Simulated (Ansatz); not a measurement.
# CH5ClSeSn: from a rough start to a minimum

Aim: relax CH5ClSeSn from a cheap starting geometry, check the end point by its vibrations and derive ideal-gas thermochemistry.

Method: RKS PBE0-D4/def2-TZVP; program: Ansatz 0.2.0, Gaussian basis.

The runs, in order: relaxation at PBE-D4/def2-SVP; relaxation at PBE0-D4/def2-TZVP; harmonic vibrations at the same level.

1 further run of the same task is left out (set aside as unsound or not needed).

### 1 The system as given

9 atoms, charge 0, spin multiplicity 1.

Atoms are counted from 1 here; the program's logs count them from 0.

Bond lengths: C1–Se2 1.895 Å, C1–H5 1.165 Å, C1–H6 1.099 Å, C1–H7 1.134 Å, Se2–Sn3 2.527 Å, Sn3–Cl4 2.442 Å, Sn3–H8 1.729 Å, Sn3–H9 1.773 Å. Angles: Se2–C1–H5 109.8°, Se2–C1–H6 115.1°, Se2–C1–H7 111.6°, H5–C1–H6 106.7°, H5–C1–H7 105.9°, H6–C1–H7 107.1°, C1–Se2–Sn3 90.2°, Se2–Sn3–Cl4 110.3°, Se2–Sn3–H8 111.7°, Se2–Sn3–H9 111.4°, Cl4–Sn3–H8 107.8°, Cl4–Sn3–H9 107.2°, H8–Sn3–H9 108.3°.

The start is a force-field geometry with small random shifts, so a cheaper pass at PBE-D4/def2-SVP comes first. Sn takes the def2 core potential; no spin-orbit term is included.

### 2 Geometry optimisation, PBE-D4/def2-SVP (cheap first pass)

Input file in.yaml:

```yaml
crystal:
  periodic: [false, false, false]
  atoms:
    - {symbol: C, position_ang: [-0.927100, 0.584500, -1.174400]}
    - {symbol: Se, position_ang: [-0.711800, -1.270800, -0.853600]}
    - {symbol: Sn, position_ang: [0.765600, -0.763200, 1.132800]}
    - {symbol: Cl, position_ang: [2.746400, 0.476000, 0.421500]}
    - {symbol: H, position_ang: [-1.647500, 0.749100, -2.075600]}
    - {symbol: H, position_ang: [-0.001200, 1.128500, -1.406300]}
    - {symbol: H, position_ang: [-1.409400, 1.107600, -0.292000]}
    - {symbol: H, position_ang: [-0.058200, 0.192000, 2.314900]}
    - {symbol: H, position_ang: [1.331700, -2.249900, 1.915700]}
basis:
  gaussian: {orbitals: def2-SVP}
hamiltonian: {xc: pbe, dispersion: d4}
relax: {f_tol: 0.03, max_steps: 200}
```

Standard output, cut to the lines that bear on the results:

```text
Functional definition: PBE
  name "PBE"
  cite "Perdew, Burke & Ernzerhof, Phys. Rev. Lett. 77, 3865 (1996) doi:10.1103/PhysRevLett.77.3865"
  parent pbe
[...]
1280 factors; their error is unknown
[...]
mean field -84794.04657815 eV, -3116.1237362778 hartree, gradient 3.0e-5 eV, S^2 0.000000; 0 other end points of the search recorded, 0 dependent functions left out
[...]
reference -84794.04661771 eV, -3116.1237377317 hartree; 42, 42 occupied and 73, 73 virtual orbitals, 1280 factors
relax step   1: F+E_penalty+E_count = -84794.29494095 eV  Δ(F+E_penalty+E_count) = +0.000e0 eV  max|allowed force component| = 2.183e0 eV/Å  Δτ_max = 0.0000 Å  (28 SCF iters, accepted)
[...]
relax step   5: F+E_penalty+E_count = -84794.50749505 eV  Δ(F+E_penalty+E_count) = +3.006e-3 eV  max|allowed force component| = 1.642e-1 eV/Å  Δτ_max = 0.0684 Å  (29 SCF iters, rejected (line search))
[...]
relax step   6: F+E_penalty+E_count = -84794.51400206 eV  Δ(F+E_penalty+E_count) = -3.501e-3 eV  max|allowed force component| = 2.457e-2 eV/Å  Δτ_max = 0.0330 Å  (30 SCF iters, accepted)
1280 factors; their error is unknown
[...]
mean field -84794.26628582 eV, -3116.1318103860 hartree, gradient 1.1e-5 eV, S^2 0.000000; 1 other end points of the search recorded, 0 dependent functions left out
[...]
reference -84794.26632574 eV, -3116.1318118530 hartree; 42, 42 occupied and 73, 73 virtual orbitals, 1280 factors
Total energy: -84794.51404198 eV, -3116.1409152567 hartree
Atom 0 at    -0.984665     0.661637    -1.199739 Å, force     0.024572    -0.003227    -0.004302 eV/Å
Atom 1 at    -0.710251    -1.254507    -0.779838 Å, force    -0.007233     0.000843    -0.008475 eV/Å
Atom 2 at     0.799235    -0.820656     1.215632 Å, force     0.007538     0.000793     0.009323 eV/Å
Atom 3 at     2.676430     0.423937     0.418763 Å, force    -0.006723     0.005057    -0.002094 eV/Å
Atom 4 at    -1.535951     0.691163    -2.157056 Å, force    -0.012882    -0.008791    -0.020096 eV/Å
Atom 5 at    -0.008195     1.165518    -1.321868 Å, force     0.002215    -0.001120    -0.003090 eV/Å
Atom 6 at    -1.584754     1.154726    -0.413879 Å, force    -0.009021     0.013924     0.017736 eV/Å
Atom 7 at     0.051081     0.239483     2.357901 Å, force     0.002847    -0.004076     0.011059 eV/Å
Atom 8 at     1.385569    -2.307502     1.863084 Å, force    -0.001313    -0.003403    -0.000062 eV/Å
Dipole moment:    -0.383319     0.003072     0.145743 e Å
```

Run time: 12 s. Hardware: 4 threads, shared host.

Along the way: (the energy doesn't fall at every step)

```
step  energy from step 1 (eV)  largest force component (eV/Å)
   1                   0.0000                          2.1830
   2                  -0.1359                          0.9118
   3                  -0.2071                          0.5148
   4                  -0.2156                          0.1401
   5                  -0.2126                          0.1642
   6                  -0.2191                          0.0246
```

Close pairs (by a distance rule), those that changed most:

```
   bond  before (Å)  after (Å)  change (Å)
 C1–Se2       1.895      1.981      +0.086
  C1–H5       1.165      1.105      -0.060
Sn3–Cl4       2.442      2.389      -0.053
 Sn3–H9       1.773      1.724      -0.049
  C1–H7       1.134      1.105      -0.029
Se2–Sn3       2.527      2.539      +0.012
  C1–H6       1.099      1.106      +0.007
 Sn3–H8       1.729      1.729      -0.000
```

### 3 Geometry optimisation, PBE0-D4/def2-TZVP

Input file in.yaml:

```yaml
crystal:
  periodic: [false, false, false]
  atoms:
    - {symbol: C, position_ang: [-0.984665, 0.661637, -1.199739]}
    - {symbol: Se, position_ang: [-0.710251, -1.254507, -0.779838]}
    - {symbol: Sn, position_ang: [0.799235, -0.820656, 1.215632]}
    - {symbol: Cl, position_ang: [2.676430, 0.423937, 0.418763]}
    - {symbol: H, position_ang: [-1.535951, 0.691163, -2.157056]}
    - {symbol: H, position_ang: [-0.008195, 1.165518, -1.321868]}
    - {symbol: H, position_ang: [-1.584754, 1.154726, -0.413879]}
    - {symbol: H, position_ang: [0.051081, 0.239483, 2.357901]}
    - {symbol: H, position_ang: [1.385569, -2.307502, 1.863084]}
basis:
  gaussian: {orbitals: def2-TZVP}
hamiltonian: {xc: pbe0, dispersion: d4}
relax: {f_tol: 0.005, max_steps: 150}
```

Standard output, cut to the lines that bear on the results:

```text
Functional definition: PBE0
  name "PBE0"
  cite "Adamo & Barone, J. Chem. Phys. 110, 6158 (1999) doi:10.1063/1.478522"
  cite "Perdew, Burke & Ernzerhof, Phys. Rev. Lett. 77, 3865 (1996) doi:10.1103/PhysRevLett.77.3865"
  parent pbe
[...]
1541 factors; their error is unknown
[...]
mean field -84811.80239748 eV, -3116.7762506031 hartree, gradient 3.1e-5 eV, S^2 0.000000; 0 other end points of the search recorded, 0 dependent functions left out
[...]
reference -84811.80243246 eV, -3116.7762518887 hartree; 42, 42 occupied and 154, 154 virtual orbitals, 1541 factors
relax step   1: F+E_penalty+E_count = -84812.01649155 eV  Δ(F+E_penalty+E_count) = +0.000e0 eV  max|allowed force component| = 5.034e-1 eV/Å  Δτ_max = 0.0000 Å  (30 SCF iters, accepted)
[...]
Total energy: -84812.06834517 eV, -3116.7860240005 hartree
Atom 0 at    -0.973262     0.663253    -1.206467 Å, force    -0.001198     0.002351    -0.001047 eV/Å
Atom 1 at    -0.683015    -1.224619    -0.765235 Å, force     0.001132    -0.000502     0.000262 eV/Å
Atom 2 at     0.790226    -0.815071     1.213975 Å, force    -0.000363    -0.000447     0.001304 eV/Å
Atom 3 at     2.633548     0.420607     0.465861 Å, force     0.000658     0.000052    -0.001105 eV/Å
Atom 4 at    -1.575936     0.667658    -2.113138 Å, force     0.000624    -0.000190     0.001016 eV/Å
Atom 5 at    -0.020558     1.152068    -1.398257 Å, force    -0.000517    -0.000784     0.000006 eV/Å
Atom 6 at    -1.514091     1.165746    -0.407289 Å, force     0.000624    -0.000349    -0.000137 eV/Å
Atom 7 at     0.054182     0.208954     2.360148 Å, force    -0.001072     0.000033    -0.000087 eV/Å
Atom 8 at     1.377404    -2.284796     1.833401 Å, force     0.000112    -0.000163    -0.000211 eV/Å
Dipole moment:    -0.398290     0.021901     0.134777 e Å
```

It took 42 s on 4 threads, shared host; peak memory 0.66 GiB.

Step by step:

```
step  energy from step 1 (eV)  largest force component (eV/Å)
   1                   0.0000                          0.5034
   2                  -0.0281                          0.4733
   3                  -0.0507                          0.0685
   4                  -0.0515                          0.0260
   5                  -0.0517                          0.0110
   6                  -0.0518                          0.0035
   7                  -0.0518                          0.0024
```

The force was under the threshold of 0.005 eV/Å already at step 6, but the program went on to step 7.

Distances of close pairs at the start and the end, largest changes first:

```
   bond  before (Å)  after (Å)  change (Å)
Sn3–Cl4       2.389      2.342      -0.047
Se2–Sn3       2.539      2.501      -0.038
 Sn3–H9       1.724      1.700      -0.025
 Sn3–H8       1.729      1.704      -0.025
 C1–Se2       1.981      1.960      -0.020
  C1–H6       1.106      1.088      -0.018
  C1–H7       1.105      1.088      -0.017
  C1–H5       1.105      1.089      -0.016
```

Mulliken charges of the relaxed molecule (report file):

```
atom  value (e)
  C1      -0.41
 Se2      -0.22
 Sn3       0.60
 Cl4      -0.39
  H5       0.16
  H6       0.17
  H7       0.15
  H8      -0.03
  H9      -0.02
```

### 4 Harmonic vibrations

Input file in.yaml:

```yaml
crystal:
  periodic: [false, false, false]
  atoms:
    - {symbol: C, position_ang: [-0.973262, 0.663253, -1.206467]}
    - {symbol: Se, position_ang: [-0.683015, -1.224619, -0.765235]}
    - {symbol: Sn, position_ang: [0.790226, -0.815071, 1.213975]}
    - {symbol: Cl, position_ang: [2.633548, 0.420607, 0.465861]}
    - {symbol: H, position_ang: [-1.575936, 0.667658, -2.113138]}
    - {symbol: H, position_ang: [-0.020558, 1.152068, -1.398257]}
    - {symbol: H, position_ang: [-1.514091, 1.165746, -0.407289]}
    - {symbol: H, position_ang: [0.054182, 0.208954, 2.360148]}
    - {symbol: H, position_ang: [1.377404, -2.284796, 1.833401]}
basis:
  gaussian: {orbitals: def2-TZVP}
hamiltonian: {xc: pbe0, dispersion: d4}
phonons: {temperatures: {t_min: 298.15, t_max: 900, t_step: 200}}
```

Standard output, cut to the lines that bear on the results:

```text
Functional definition: PBE0
  name "PBE0"
  cite "Adamo & Barone, J. Chem. Phys. 110, 6158 (1999) doi:10.1063/1.478522"
  cite "Perdew, Burke & Ernzerhof, Phys. Rev. Lett. 77, 3865 (1996) doi:10.1103/PhysRevLett.77.3865"
  parent pbe
[...]
1541 factors; their error is unknown
[...]
mean field -84811.85214932 eV, -3116.7780789496 hartree, gradient 3.3e-5 eV, S^2 0.000000; 0 other end points of the search recorded, 0 dependent functions left out
[...]
reference -84811.85218399 eV, -3116.7780802234 hartree; 42, 42 occupied and 154, 154 virtual orbitals, 1541 factors
[...]
1541 factors; their error is unknown
mean field -84811.85195579 eV, -3116.7780718375 hartree, gradient 1.4e-6 eV, S^2 0.000000; 0 other end points of the search recorded, 0 dependent functions left out
[...]
reference -84811.85199046 eV, -3116.7780731113 hartree; 42, 42 occupied and 154, 154 virtual orbitals, 1541 factors
[...]
Atom 1 at    -0.683015    -1.224619    -0.765235 Å, force     0.001148    -0.000510     0.000281 eV/Å
Atom 2 at     0.790226    -0.815071     1.213975 Å, force    -0.000304    -0.000412     0.001343 eV/Å
Atom 3 at     2.633548     0.420607     0.465861 Å, force     0.000610     0.000026    -0.001110 eV/Å
Atom 4 at    -1.575936     0.667658    -2.113138 Å, force     0.000630    -0.000184     0.001024 eV/Å
Atom 5 at    -0.020558     1.152068    -1.398257 Å, force    -0.000506    -0.000760     0.000007 eV/Å
Atom 6 at    -1.514091     1.165746    -0.407289 Å, force     0.000627    -0.000353    -0.000138 eV/Å
Atom 7 at     0.054182     0.208954     2.360148 Å, force    -0.001073     0.000027    -0.000083 eV/Å
Atom 8 at     1.377404    -2.284796     1.833401 Å, force     0.000092    -0.000172    -0.000237 eV/Å
Dipole moment:    -0.398289     0.021902     0.134776 e Å
Vibrations: 36.36 89.26 125.96 144.97 253.86 360.19 383.91 517.14 604.08 619.91 678.51 920.70 930.18 1308.93 1462.66 1470.67 1948.26 1974.05 3077.75 3178.72 3184.33 cm⁻¹, zero-point energy 1.442580 eV
```

Wall time 3.6 min (4 threads, shared host); peak memory 0.66 GiB.

Motions are named by where the mode's potential energy lies. The modes, unscaled (a negative number is an imaginary wavenumber):

```
mode  cm⁻¹             motion
   1    36            torsion
   2    89               bend
   3   126  torsion with bend
   4   145               bend
   5   254      Sn–Se stretch
   6   360      Sn–Cl stretch
   7   384               bend
   8   517               bend
   9   604       C–Se stretch
  10   620               bend
  11   679               bend
  12   921               bend
  13   930               bend
  14  1309               bend
  15  1463               bend
  16  1471               bend
  17  1948       Sn–H stretch
  18  1974       Sn–H stretch
  19  3078        C–H stretch
  20  3179        C–H stretch
  21  3184        C–H stretch
```

From these modes and the moments of inertia (298.15 K, 1 bar, symmetry number 1):

```
                term            value
   zero-point energy     139.2 kJ/mol
          H(298) − E     161.9 kJ/mol
entropy, translation  177.7 J/(mol K)
   entropy, rotation  122.7 J/(mol K)
  entropy, vibration   87.2 J/(mol K)
      entropy, total  387.6 J/(mol K)
```

### 5 Summary of results

| quantity | value |
| --- | --- |
| point group | C1 |
| steps | 6 + 7 |
| shift from the start (rms) | 0.113 Å |
| total energy | -84812.0683 eV |
| dispersion term | -216 meV |
| dipole moment | 2.02 D |
| lowest, highest wavenumber | 36, 3184 cm⁻¹ |
| zero-point energy | 139.2 kJ/mol |
| entropy at 298.15 K | 387.6 J/(mol K) |

The relaxed geometry lies 0.11 Å (rms) from the start; the bond that changed most is Sn3–Cl4, from 2.442 to 2.342 Å. No mode is imaginary: a true minimum at this level. The stiffest mode, 3184 cm⁻¹, is a C–H stretch, and 4 modes under 200 cm⁻¹ make the vibrational entropy uncertain. Harmonic hybrid wavenumbers usually lie a few per cent above measured fundamentals. The largest Mulliken charge, +0.60 e, sits on Sn3.
